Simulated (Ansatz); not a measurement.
Born–Oppenheimer molecular dynamics of a periodic cell of 16 atoms, Li (start crystal Li, start structure bcc, volume 1.15 times the crystal's). It goes on from the last frame of an earlier run, with new velocities.

Computed with DFT r2SCAN, scalar-relativistic, plane waves, PAW in Ansatz. Settings: cutoff 500 eV, k mesh 2x2x2, fermi-dirac smearing 0.16 eV, no spin polarisation.

- ensemble: NPT, Langevin
- time step: 1 fs
- steps asked: 40
- set temperature: 1260 K
- friction: 0.01 /fs
- pressure: 10 GPa
- seed: 282250

First frame:

```xyz
16
Lattice="7.3129 0.0000 0.0000 0.0000 7.3129 0.0000 0.0000 0.0000 7.3129" Properties=species:S:1:pos:R:3
Li -0.028 -0.065 -0.789
Li 3.066 0.735 -0.175
Li 0.125 3.868 -0.423
Li -0.255 -0.480 3.085
Li 1.740 1.821 2.574
Li 3.988 3.292 -0.303
Li 2.674 -0.546 3.423
Li 5.691 2.330 1.350
Li 0.585 4.140 3.850
Li 1.774 5.414 1.932
Li 0.987 1.373 4.765
Li 3.538 3.744 3.684
Li 5.670 5.036 2.053
Li 5.976 2.283 5.564
Li 2.166 5.114 5.621
Li 5.514 5.684 5.694
```

(1) What does the run give?

(2) What happens to the structure?

(3) How do temperature and energy run in time?

Answers

(1) All steps were run.

| Item | Value |
| --- | --- |
| steps done | 40 |
| time covered | 40 fs |
| mean temperature over the second half | 1299 K |
| spread of the potential energy over the second half | 8.7 meV per atom |
| mean potential energy of the second half above the start | -39.9 meV per atom |
| mean pressure over the second half | 2.6 GPa |

The conserved energy stayed within 0.054 meV per atom of its start (net change -0.024 meV per atom), so the integration is sound. A run of 0.04 ps of so small a system gives no equilibrium averages. Limits of this set-up: coarse k mesh. The cell's volume went from 391 to 301 Å³.

(2) Mean squared displacements from the first frame to the last, about the centre of mass, the cell's change included: Li 0.55 Å². Another seed would give other details.

(3) 
| time (fs) | T (K) | potential energy less start (eV) | conserved less start (meV/atom) | P (GPa) | volume (Å³) |
| --- | --- | --- | --- | --- | --- |
| 0.0 | 1181 | 0.000 | 0.00 | 1.2 | 391.1 |
| 2.0 | 1143 | 0.093 | 0.01 | 1.3 | 390.6 |
| 4.0 | 1106 | 0.157 | 0.01 | 1.3 | 389.3 |
| 6.0 | 1101 | 0.180 | 0.01 | 1.3 | 387.2 |
| 8.0 | 1081 | 0.156 | 0.02 | 1.4 | 384.5 |
| 10.0 | 1109 | 0.109 | 0.01 | 1.4 | 381.4 |
| 12.0 | 1078 | 0.025 | 0.01 | 1.4 | 377.9 |
| 14.0 | 1037 | -0.065 | 0.03 | 1.4 | 374.0 |
| 16.0 | 1085 | -0.157 | 0.02 | 1.5 | 369.9 |
| 18.0 | 1104 | -0.267 | 0.01 | 1.6 | 365.2 |
| 20.0 | 1132 | -0.396 | 0.00 | 1.6 | 360.1 |
| 22.0 | 1119 | -0.524 | -0.01 | 1.7 | 354.9 |
| 24.0 | 1242 | -0.636 | -0.02 | 1.9 | 349.4 |
| 26.0 | 1334 | -0.726 | -0.04 | 2.1 | 343.6 |
| 28.0 | 1393 | -0.785 | -0.04 | 2.3 | 337.7 |
| 30.0 | 1368 | -0.803 | -0.05 | 2.5 | 331.7 |
| 32.0 | 1320 | -0.778 | -0.05 | 2.7 | 325.7 |
| 34.0 | 1311 | -0.721 | -0.04 | 3.0 | 319.6 |
| 36.0 | 1357 | -0.636 | -0.04 | 3.4 | 313.6 |
| 38.0 | 1298 | -0.512 | -0.04 | 3.7 | 307.5 |
| 40.0 | 1265 | -0.367 | -0.02 | 4.1 | 301.5 |

Time of the run: 14 min on 1 thread of Intel(R) Xeon(R) Platinum 8488C (Sapphire Rapids) (shared host), peak memory 0.85 GiB.
